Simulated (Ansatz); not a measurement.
# BSiNH4S (SMILES S[SiH]1BN1) at BHLYP/cc-pVDZ

Aim: the vertical ionisation energy of BSiNH4S at BHLYP/cc-pVDZ, from 2 runs. 

Program for the calculation: Ansatz 0.2.0.

97 further runs of the same task are left out: 97 set aside as unsound or not needed.

### Step 1. The molecule

BSiNH4S has 8 atoms, charge 0, and is taken as a singlet. As SMILES, `S[SiH]1BN1`. The shape is that of a PBE0-D4/def2-TZVP optimisation. This is one conformer, not always the lowest.

Bond lengths: S1–Si2 2.130 Å, Si2–B3 1.919 Å, Si2–N4 1.750 Å, B3–N4 1.383 Å, S1–H5 1.344 Å, Si2–H6 1.482 Å, B3–H7 1.188 Å, N4–H8 1.010 Å. Some angles: S1–Si2–B3 124.2°, S1–Si2–N4 118.5°, B3–Si2–N4 44.0°, Si2–B3–N4 61.5°, Si2–N4–B3 74.5°, S1–Si2–H6 108.2°, B3–Si2–H6 127.6°, N4–Si2–H6 114.3°, Si2–S1–H5 95.1°, Si2–B3–H7 162.4°.

### Step 2. The energy at BHLYP/cc-pVDZ

File run.yaml:

```yaml
crystal:
  periodic: [false, false, false]
  atoms:
    - {symbol: S, position_ang: [-2.198700, -0.554700, -0.360400]}
    - {symbol: Si, position_ang: [-0.326600, -0.039100, 0.515400]}
    - {symbol: B, position_ang: [1.350500, -0.825500, 0.014200]}
    - {symbol: N, position_ang: [0.999600, 0.392100, -0.541100]}
    - {symbol: H, position_ang: [-2.816800, 0.582000, 0.001900]}
    - {symbol: H, position_ang: [-0.578800, 0.932200, 1.605800]}
    - {symbol: H, position_ang: [2.264800, -1.577600, -0.080200]}
    - {symbol: H, position_ang: [1.398200, 1.033600, -1.211500]}
basis:
  gaussian:
    orbitals: cc-pVDZ
hamiltonian:
  xc: {name: BHLYP}
accuracy: high
output: {orbitals: {seedname: orbitals}}
```

Launch:

```console
$ ansatz run run.yaml --threads 1 --pin off --max-ram 2610MiB --events-out events.jsonl --progress --plain --runs-dir runs
```

What it wrote:

```text
Warning: RAYON_NUM_THREADS=1 ignored (pool sized by the plan → 1); use --threads N
Functional definition: BHLYP
  name "BHLYP"
  parameter a = 0.5
  exchange = (1 - a)*b88_x + a*exact_x
  correlation = lyp_c
1930 factors; integrals over basis functions are off by at most 3.9e-9 eV
mean field evaluation 1: about -20939.3279 eV, gradient 4.3e1 eV
mean field evaluation 2: about -20937.3424 eV, gradient 5.2e1 eV
mean field evaluation 4: about -20943.3898 eV, gradient 1.6e0 eV
mean field evaluation 8: about -20943.7849 eV, gradient 1.8e-1 eV
mean field evaluation 16: about -20943.7851 eV, gradient 2.7e-5 eV
mean field -20943.78511121 eV, -769.6699066296 hartree, gradient 4.4e-8 eV, S^2 0.000000; 0 other end points of the search recorded, 0 dependent functions left out
reference -20943.78513891 eV, -769.6699076476 hartree; 23, 23 occupied and 61, 61 virtual orbitals, 1930 factors
Total energy: -20943.78513891 eV, -769.6699076476 hartree
```

It took 11 s on 1 thread of Arm Neoverse V1, shared host; peak memory 0.28 GiB.

### Step 3. The doublet cation at the same level

File job.yaml:

```yaml
crystal:
  periodic: [false, false, false]
  atoms:
    - symbol: S
      position_ang: [-2.198700, -0.554700, -0.360400]
    - symbol: Si
      position_ang: [-0.326600, -0.039100, 0.515400]
    - symbol: B
      position_ang: [1.350500, -0.825500, 0.014200]
    - symbol: "N"
      position_ang: [0.999600, 0.392100, -0.541100]
    - symbol: H
      position_ang: [-2.816800, 0.582000, 0.001900]
    - symbol: H
      position_ang: [-0.578800, 0.932200, 1.605800]
    - symbol: H
      position_ang: [2.264800, -1.577600, -0.080200]
    - symbol: H
      position_ang: [1.398200, 1.033600, -1.211500]
basis:
  gaussian: {orbitals: cc-pVDZ}
total_charge: 1
magnetization: {spin_polarized: true, initial_magnetization: 1}
hamiltonian: {xc: {name: BHLYP}}
accuracy: high
output: {orbitals: {seedname: orbitals}}
```

Launch:

```console
$ ansatz run job.yaml --threads 1 --pin off --max-ram 2610MiB --events-out events.jsonl --progress --plain --runs-dir runs
```

What it wrote:

```text
Warning: RAYON_NUM_THREADS=1 ignored (pool sized by the plan → 1); use --threads N
[... 5 set-up lines as earlier in the session ...]
1930 factors; integrals over basis functions are off by at most 3.9e-9 eV
mean field evaluation 1: about -20925.4582 eV, gradient 4.5e1 eV
mean field evaluation 2: about -20906.3707 eV, gradient 6.9e1 eV
mean field evaluation 4: about -20934.3627 eV, gradient 5.3e0 eV
mean field evaluation 8: about -20934.6093 eV, gradient 6.8e-1 eV
mean field evaluation 16: about -20934.6975 eV, gradient 9.3e-3 eV
mean field evaluation 32: about -20934.6975 eV, gradient 2.2e-6 eV
mean field -20934.69747632 eV, -769.3359422071 hartree, gradient 8.5e-8 eV, S^2 0.765990; 4 other end points of the search recorded, 0 dependent functions left out
reference -20934.69750423 eV, -769.3359432328 hartree; 23, 22 occupied and 61, 62 virtual orbitals, 1930 factors
Total energy: -20934.69750423 eV, -769.3359432328 hartree
```

It took 24 s on 1 thread of Arm Neoverse V1, shared host; peak memory 0.4 GiB.

### Step 4. Results

At BHLYP/cc-pVDZ:

| quantity | value |
| --- | --- |
| singlet BSiNH4S: total energy | -769.66991 Eh |
| singlet BSiNH4S: HOMO energy | -7.94 eV |
| singlet BSiNH4S: LUMO energy | 0.82 eV |
| singlet BSiNH4S: HOMO–LUMO gap | 8.76 eV |
| doublet cation: total energy | -769.33594 Eh |
| doublet cation: HOMO energy (highest over α and β) | -13.94 eV |
| doublet cation: LUMO energy (lowest over α and β) | -10.24 eV |
| doublet cation: ⟨S²⟩ | 0.766 |
| vertical ionisation energy (to the doublet cation) | 9.088 eV |

What this shows: Removing an electron at fixed nuclei costs 9.09 eV (210 kcal/mol). −ε(HOMO) before ionisation, 7.94 eV, is 1.15 eV below this ionisation energy.
